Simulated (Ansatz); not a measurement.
Predict the output of the script below (Ansatz 0.2.0, Python API).

`input.yaml`
```yaml
crystal:
  lattice:
    - [0.0, 5.261266, 5.261266]
    - [5.261266, 0.0, 5.261266]
    - [5.261266, 5.261266, 0.0]
  atoms:
    - { symbol: Na, position: [0.75, 0.75, 0.75] }
    - { symbol: Na, position: [0.25, 0.25, 0.25] }
    - { symbol: Lu, position: [0.0, 0.0, 0.0] }
    - { symbol: Ag, position: [0.5, 0.5, 0.5] }
    - { symbol: Cl, position: [0.75652, 0.24348, 0.24348] }
    - { symbol: Cl, position: [0.24348, 0.24348, 0.75652] }
    - { symbol: Cl, position: [0.24348, 0.75652, 0.75652] }
    - { symbol: Cl, position: [0.24348, 0.75652, 0.24348] }
    - { symbol: Cl, position: [0.75652, 0.24348, 0.75652] }
    - { symbol: Cl, position: [0.75652, 0.75652, 0.24348] }
kpoints:
  mp_grid: { kspacing: 0.4 }
hamiltonian:
  xc: lda
scf:
  occupations: { method: fixed }
output:
  forces: true
  stress: true
  eigenvalues: true
```

`yaml_run.py`
```python
import json

import ansatz as az
import numpy as np

planned = az.Session.from_deck("input.yaml").plan(threads=1, pin="off")
done = planned.execute()
summary = done.report

print(f"free energy      {summary['free_energy_ev']:.5f} eV")
print(f"per atom         {summary['free_energy_ev'] / len(done.lattice.sites):.5f} eV")
print(f"SCF iterations   {summary['n_iterations']}  (converged: {summary['converged']})")

gap = None if "band_edges_ev" not in summary else summary["band_edges_ev"][1] - summary["band_edges_ev"][0]
print("gap on the k mesh:", "withheld (metal, or smearing too wide to tell)" if gap is None else f"{gap:.3f} eV")
print("lowest empty less highest filled band, by band count:", round(summary["gap_by_band_count_ev"], 3), "eV")

forces = np.array(summary["forces_ev_ang"])
norms = np.linalg.norm(forces, axis=1)
print("largest force {:.4f} eV/A on atom {}".format(norms.max(), norms.argmax()))
print(np.array2string(forces, precision=4, suppress_small=True))

keep = ["free_energy_ev", "energy_sigma0_ev", "fermi_energy_ev", "n_iterations", "converged", "magnetization_mub", "n_kpoints"]
with open("na2luagcl6.json", "w") as handle:
    json.dump({key: summary[key] for key in keep}, handle, indent=1)

used = summary["setup"]
print("cutoffs (eV):", used["ecut_ev"], used["ecutrho_ev"], " FFT grid:", used["fft_dense"])
print("cell volume {:.3f} A^3, {} symmetry operations".format(used["cell_volume_ang3"], used["n_sym_ops"]))
```

```console
$ python yaml_run.py
DeckWarning: basis.ecutwfc = 420 eV, auto-derived from the records' recommended cutoffs: set by Na (normal level)
free energy      -31163.72171 eV
per atom         -3116.37217 eV
SCF iterations   9  (converged: True)
gap on the k mesh: 2.670 eV
lowest empty less highest filled band, by band count: 2.67 eV
largest force 0.0451 eV/A on atom 9
[[ 0.      0.      0.    ]
 [ 0.     -0.      0.    ]
 [-0.     -0.     -0.    ]
 [ 0.     -0.     -0.    ]
 [ 0.0451  0.     -0.    ]
 [ 0.     -0.      0.0451]
 [-0.0451  0.      0.    ]
 [ 0.      0.0451  0.    ]
 [-0.     -0.0451 -0.    ]
 [ 0.     -0.     -0.0451]]
cutoffs (eV): 420.0 1680.0  FFT grid: [50, 50, 50]
cell volume 291.273 A^3, 48 symmetry operations
```
(Warnings from the package without file and line, repeats left out.)

`na2luagcl6.json`, as written:
```json
{
 "free_energy_ev": -31163.721707149503,
 "energy_sigma0_ev": -31163.721707149503,
 "fermi_energy_ev": 2.4272625224575255,
 "n_iterations": 9,
 "converged": true,
 "magnetization_mub": 0.0,
 "n_kpoints": 4
}
```

What to keep in mind:
- Absolute energies stand on the zero of these potentials, so only differences at equal settings mean something.
- Along an axis with an odd division the mesh misses the point at one half; a gap read on a finite mesh is an upper bound on this functional's gap.
- Semilocal gaps usually lie well under measured ones.
- The structure comes from a database of computed cells and needn't be a stable or known phase.
- Gaps and levels are Kohn-Sham values on a finite set of k-points, without spin-orbit coupling.
- Timing: 3.2 s on 1 thread of Intel(R) Xeon(R) 6975P-C (Granite Rapids), with other jobs on the host, peak memory 0.62 GiB.

(Lines on the test bed's own set-up are left out of the output.)
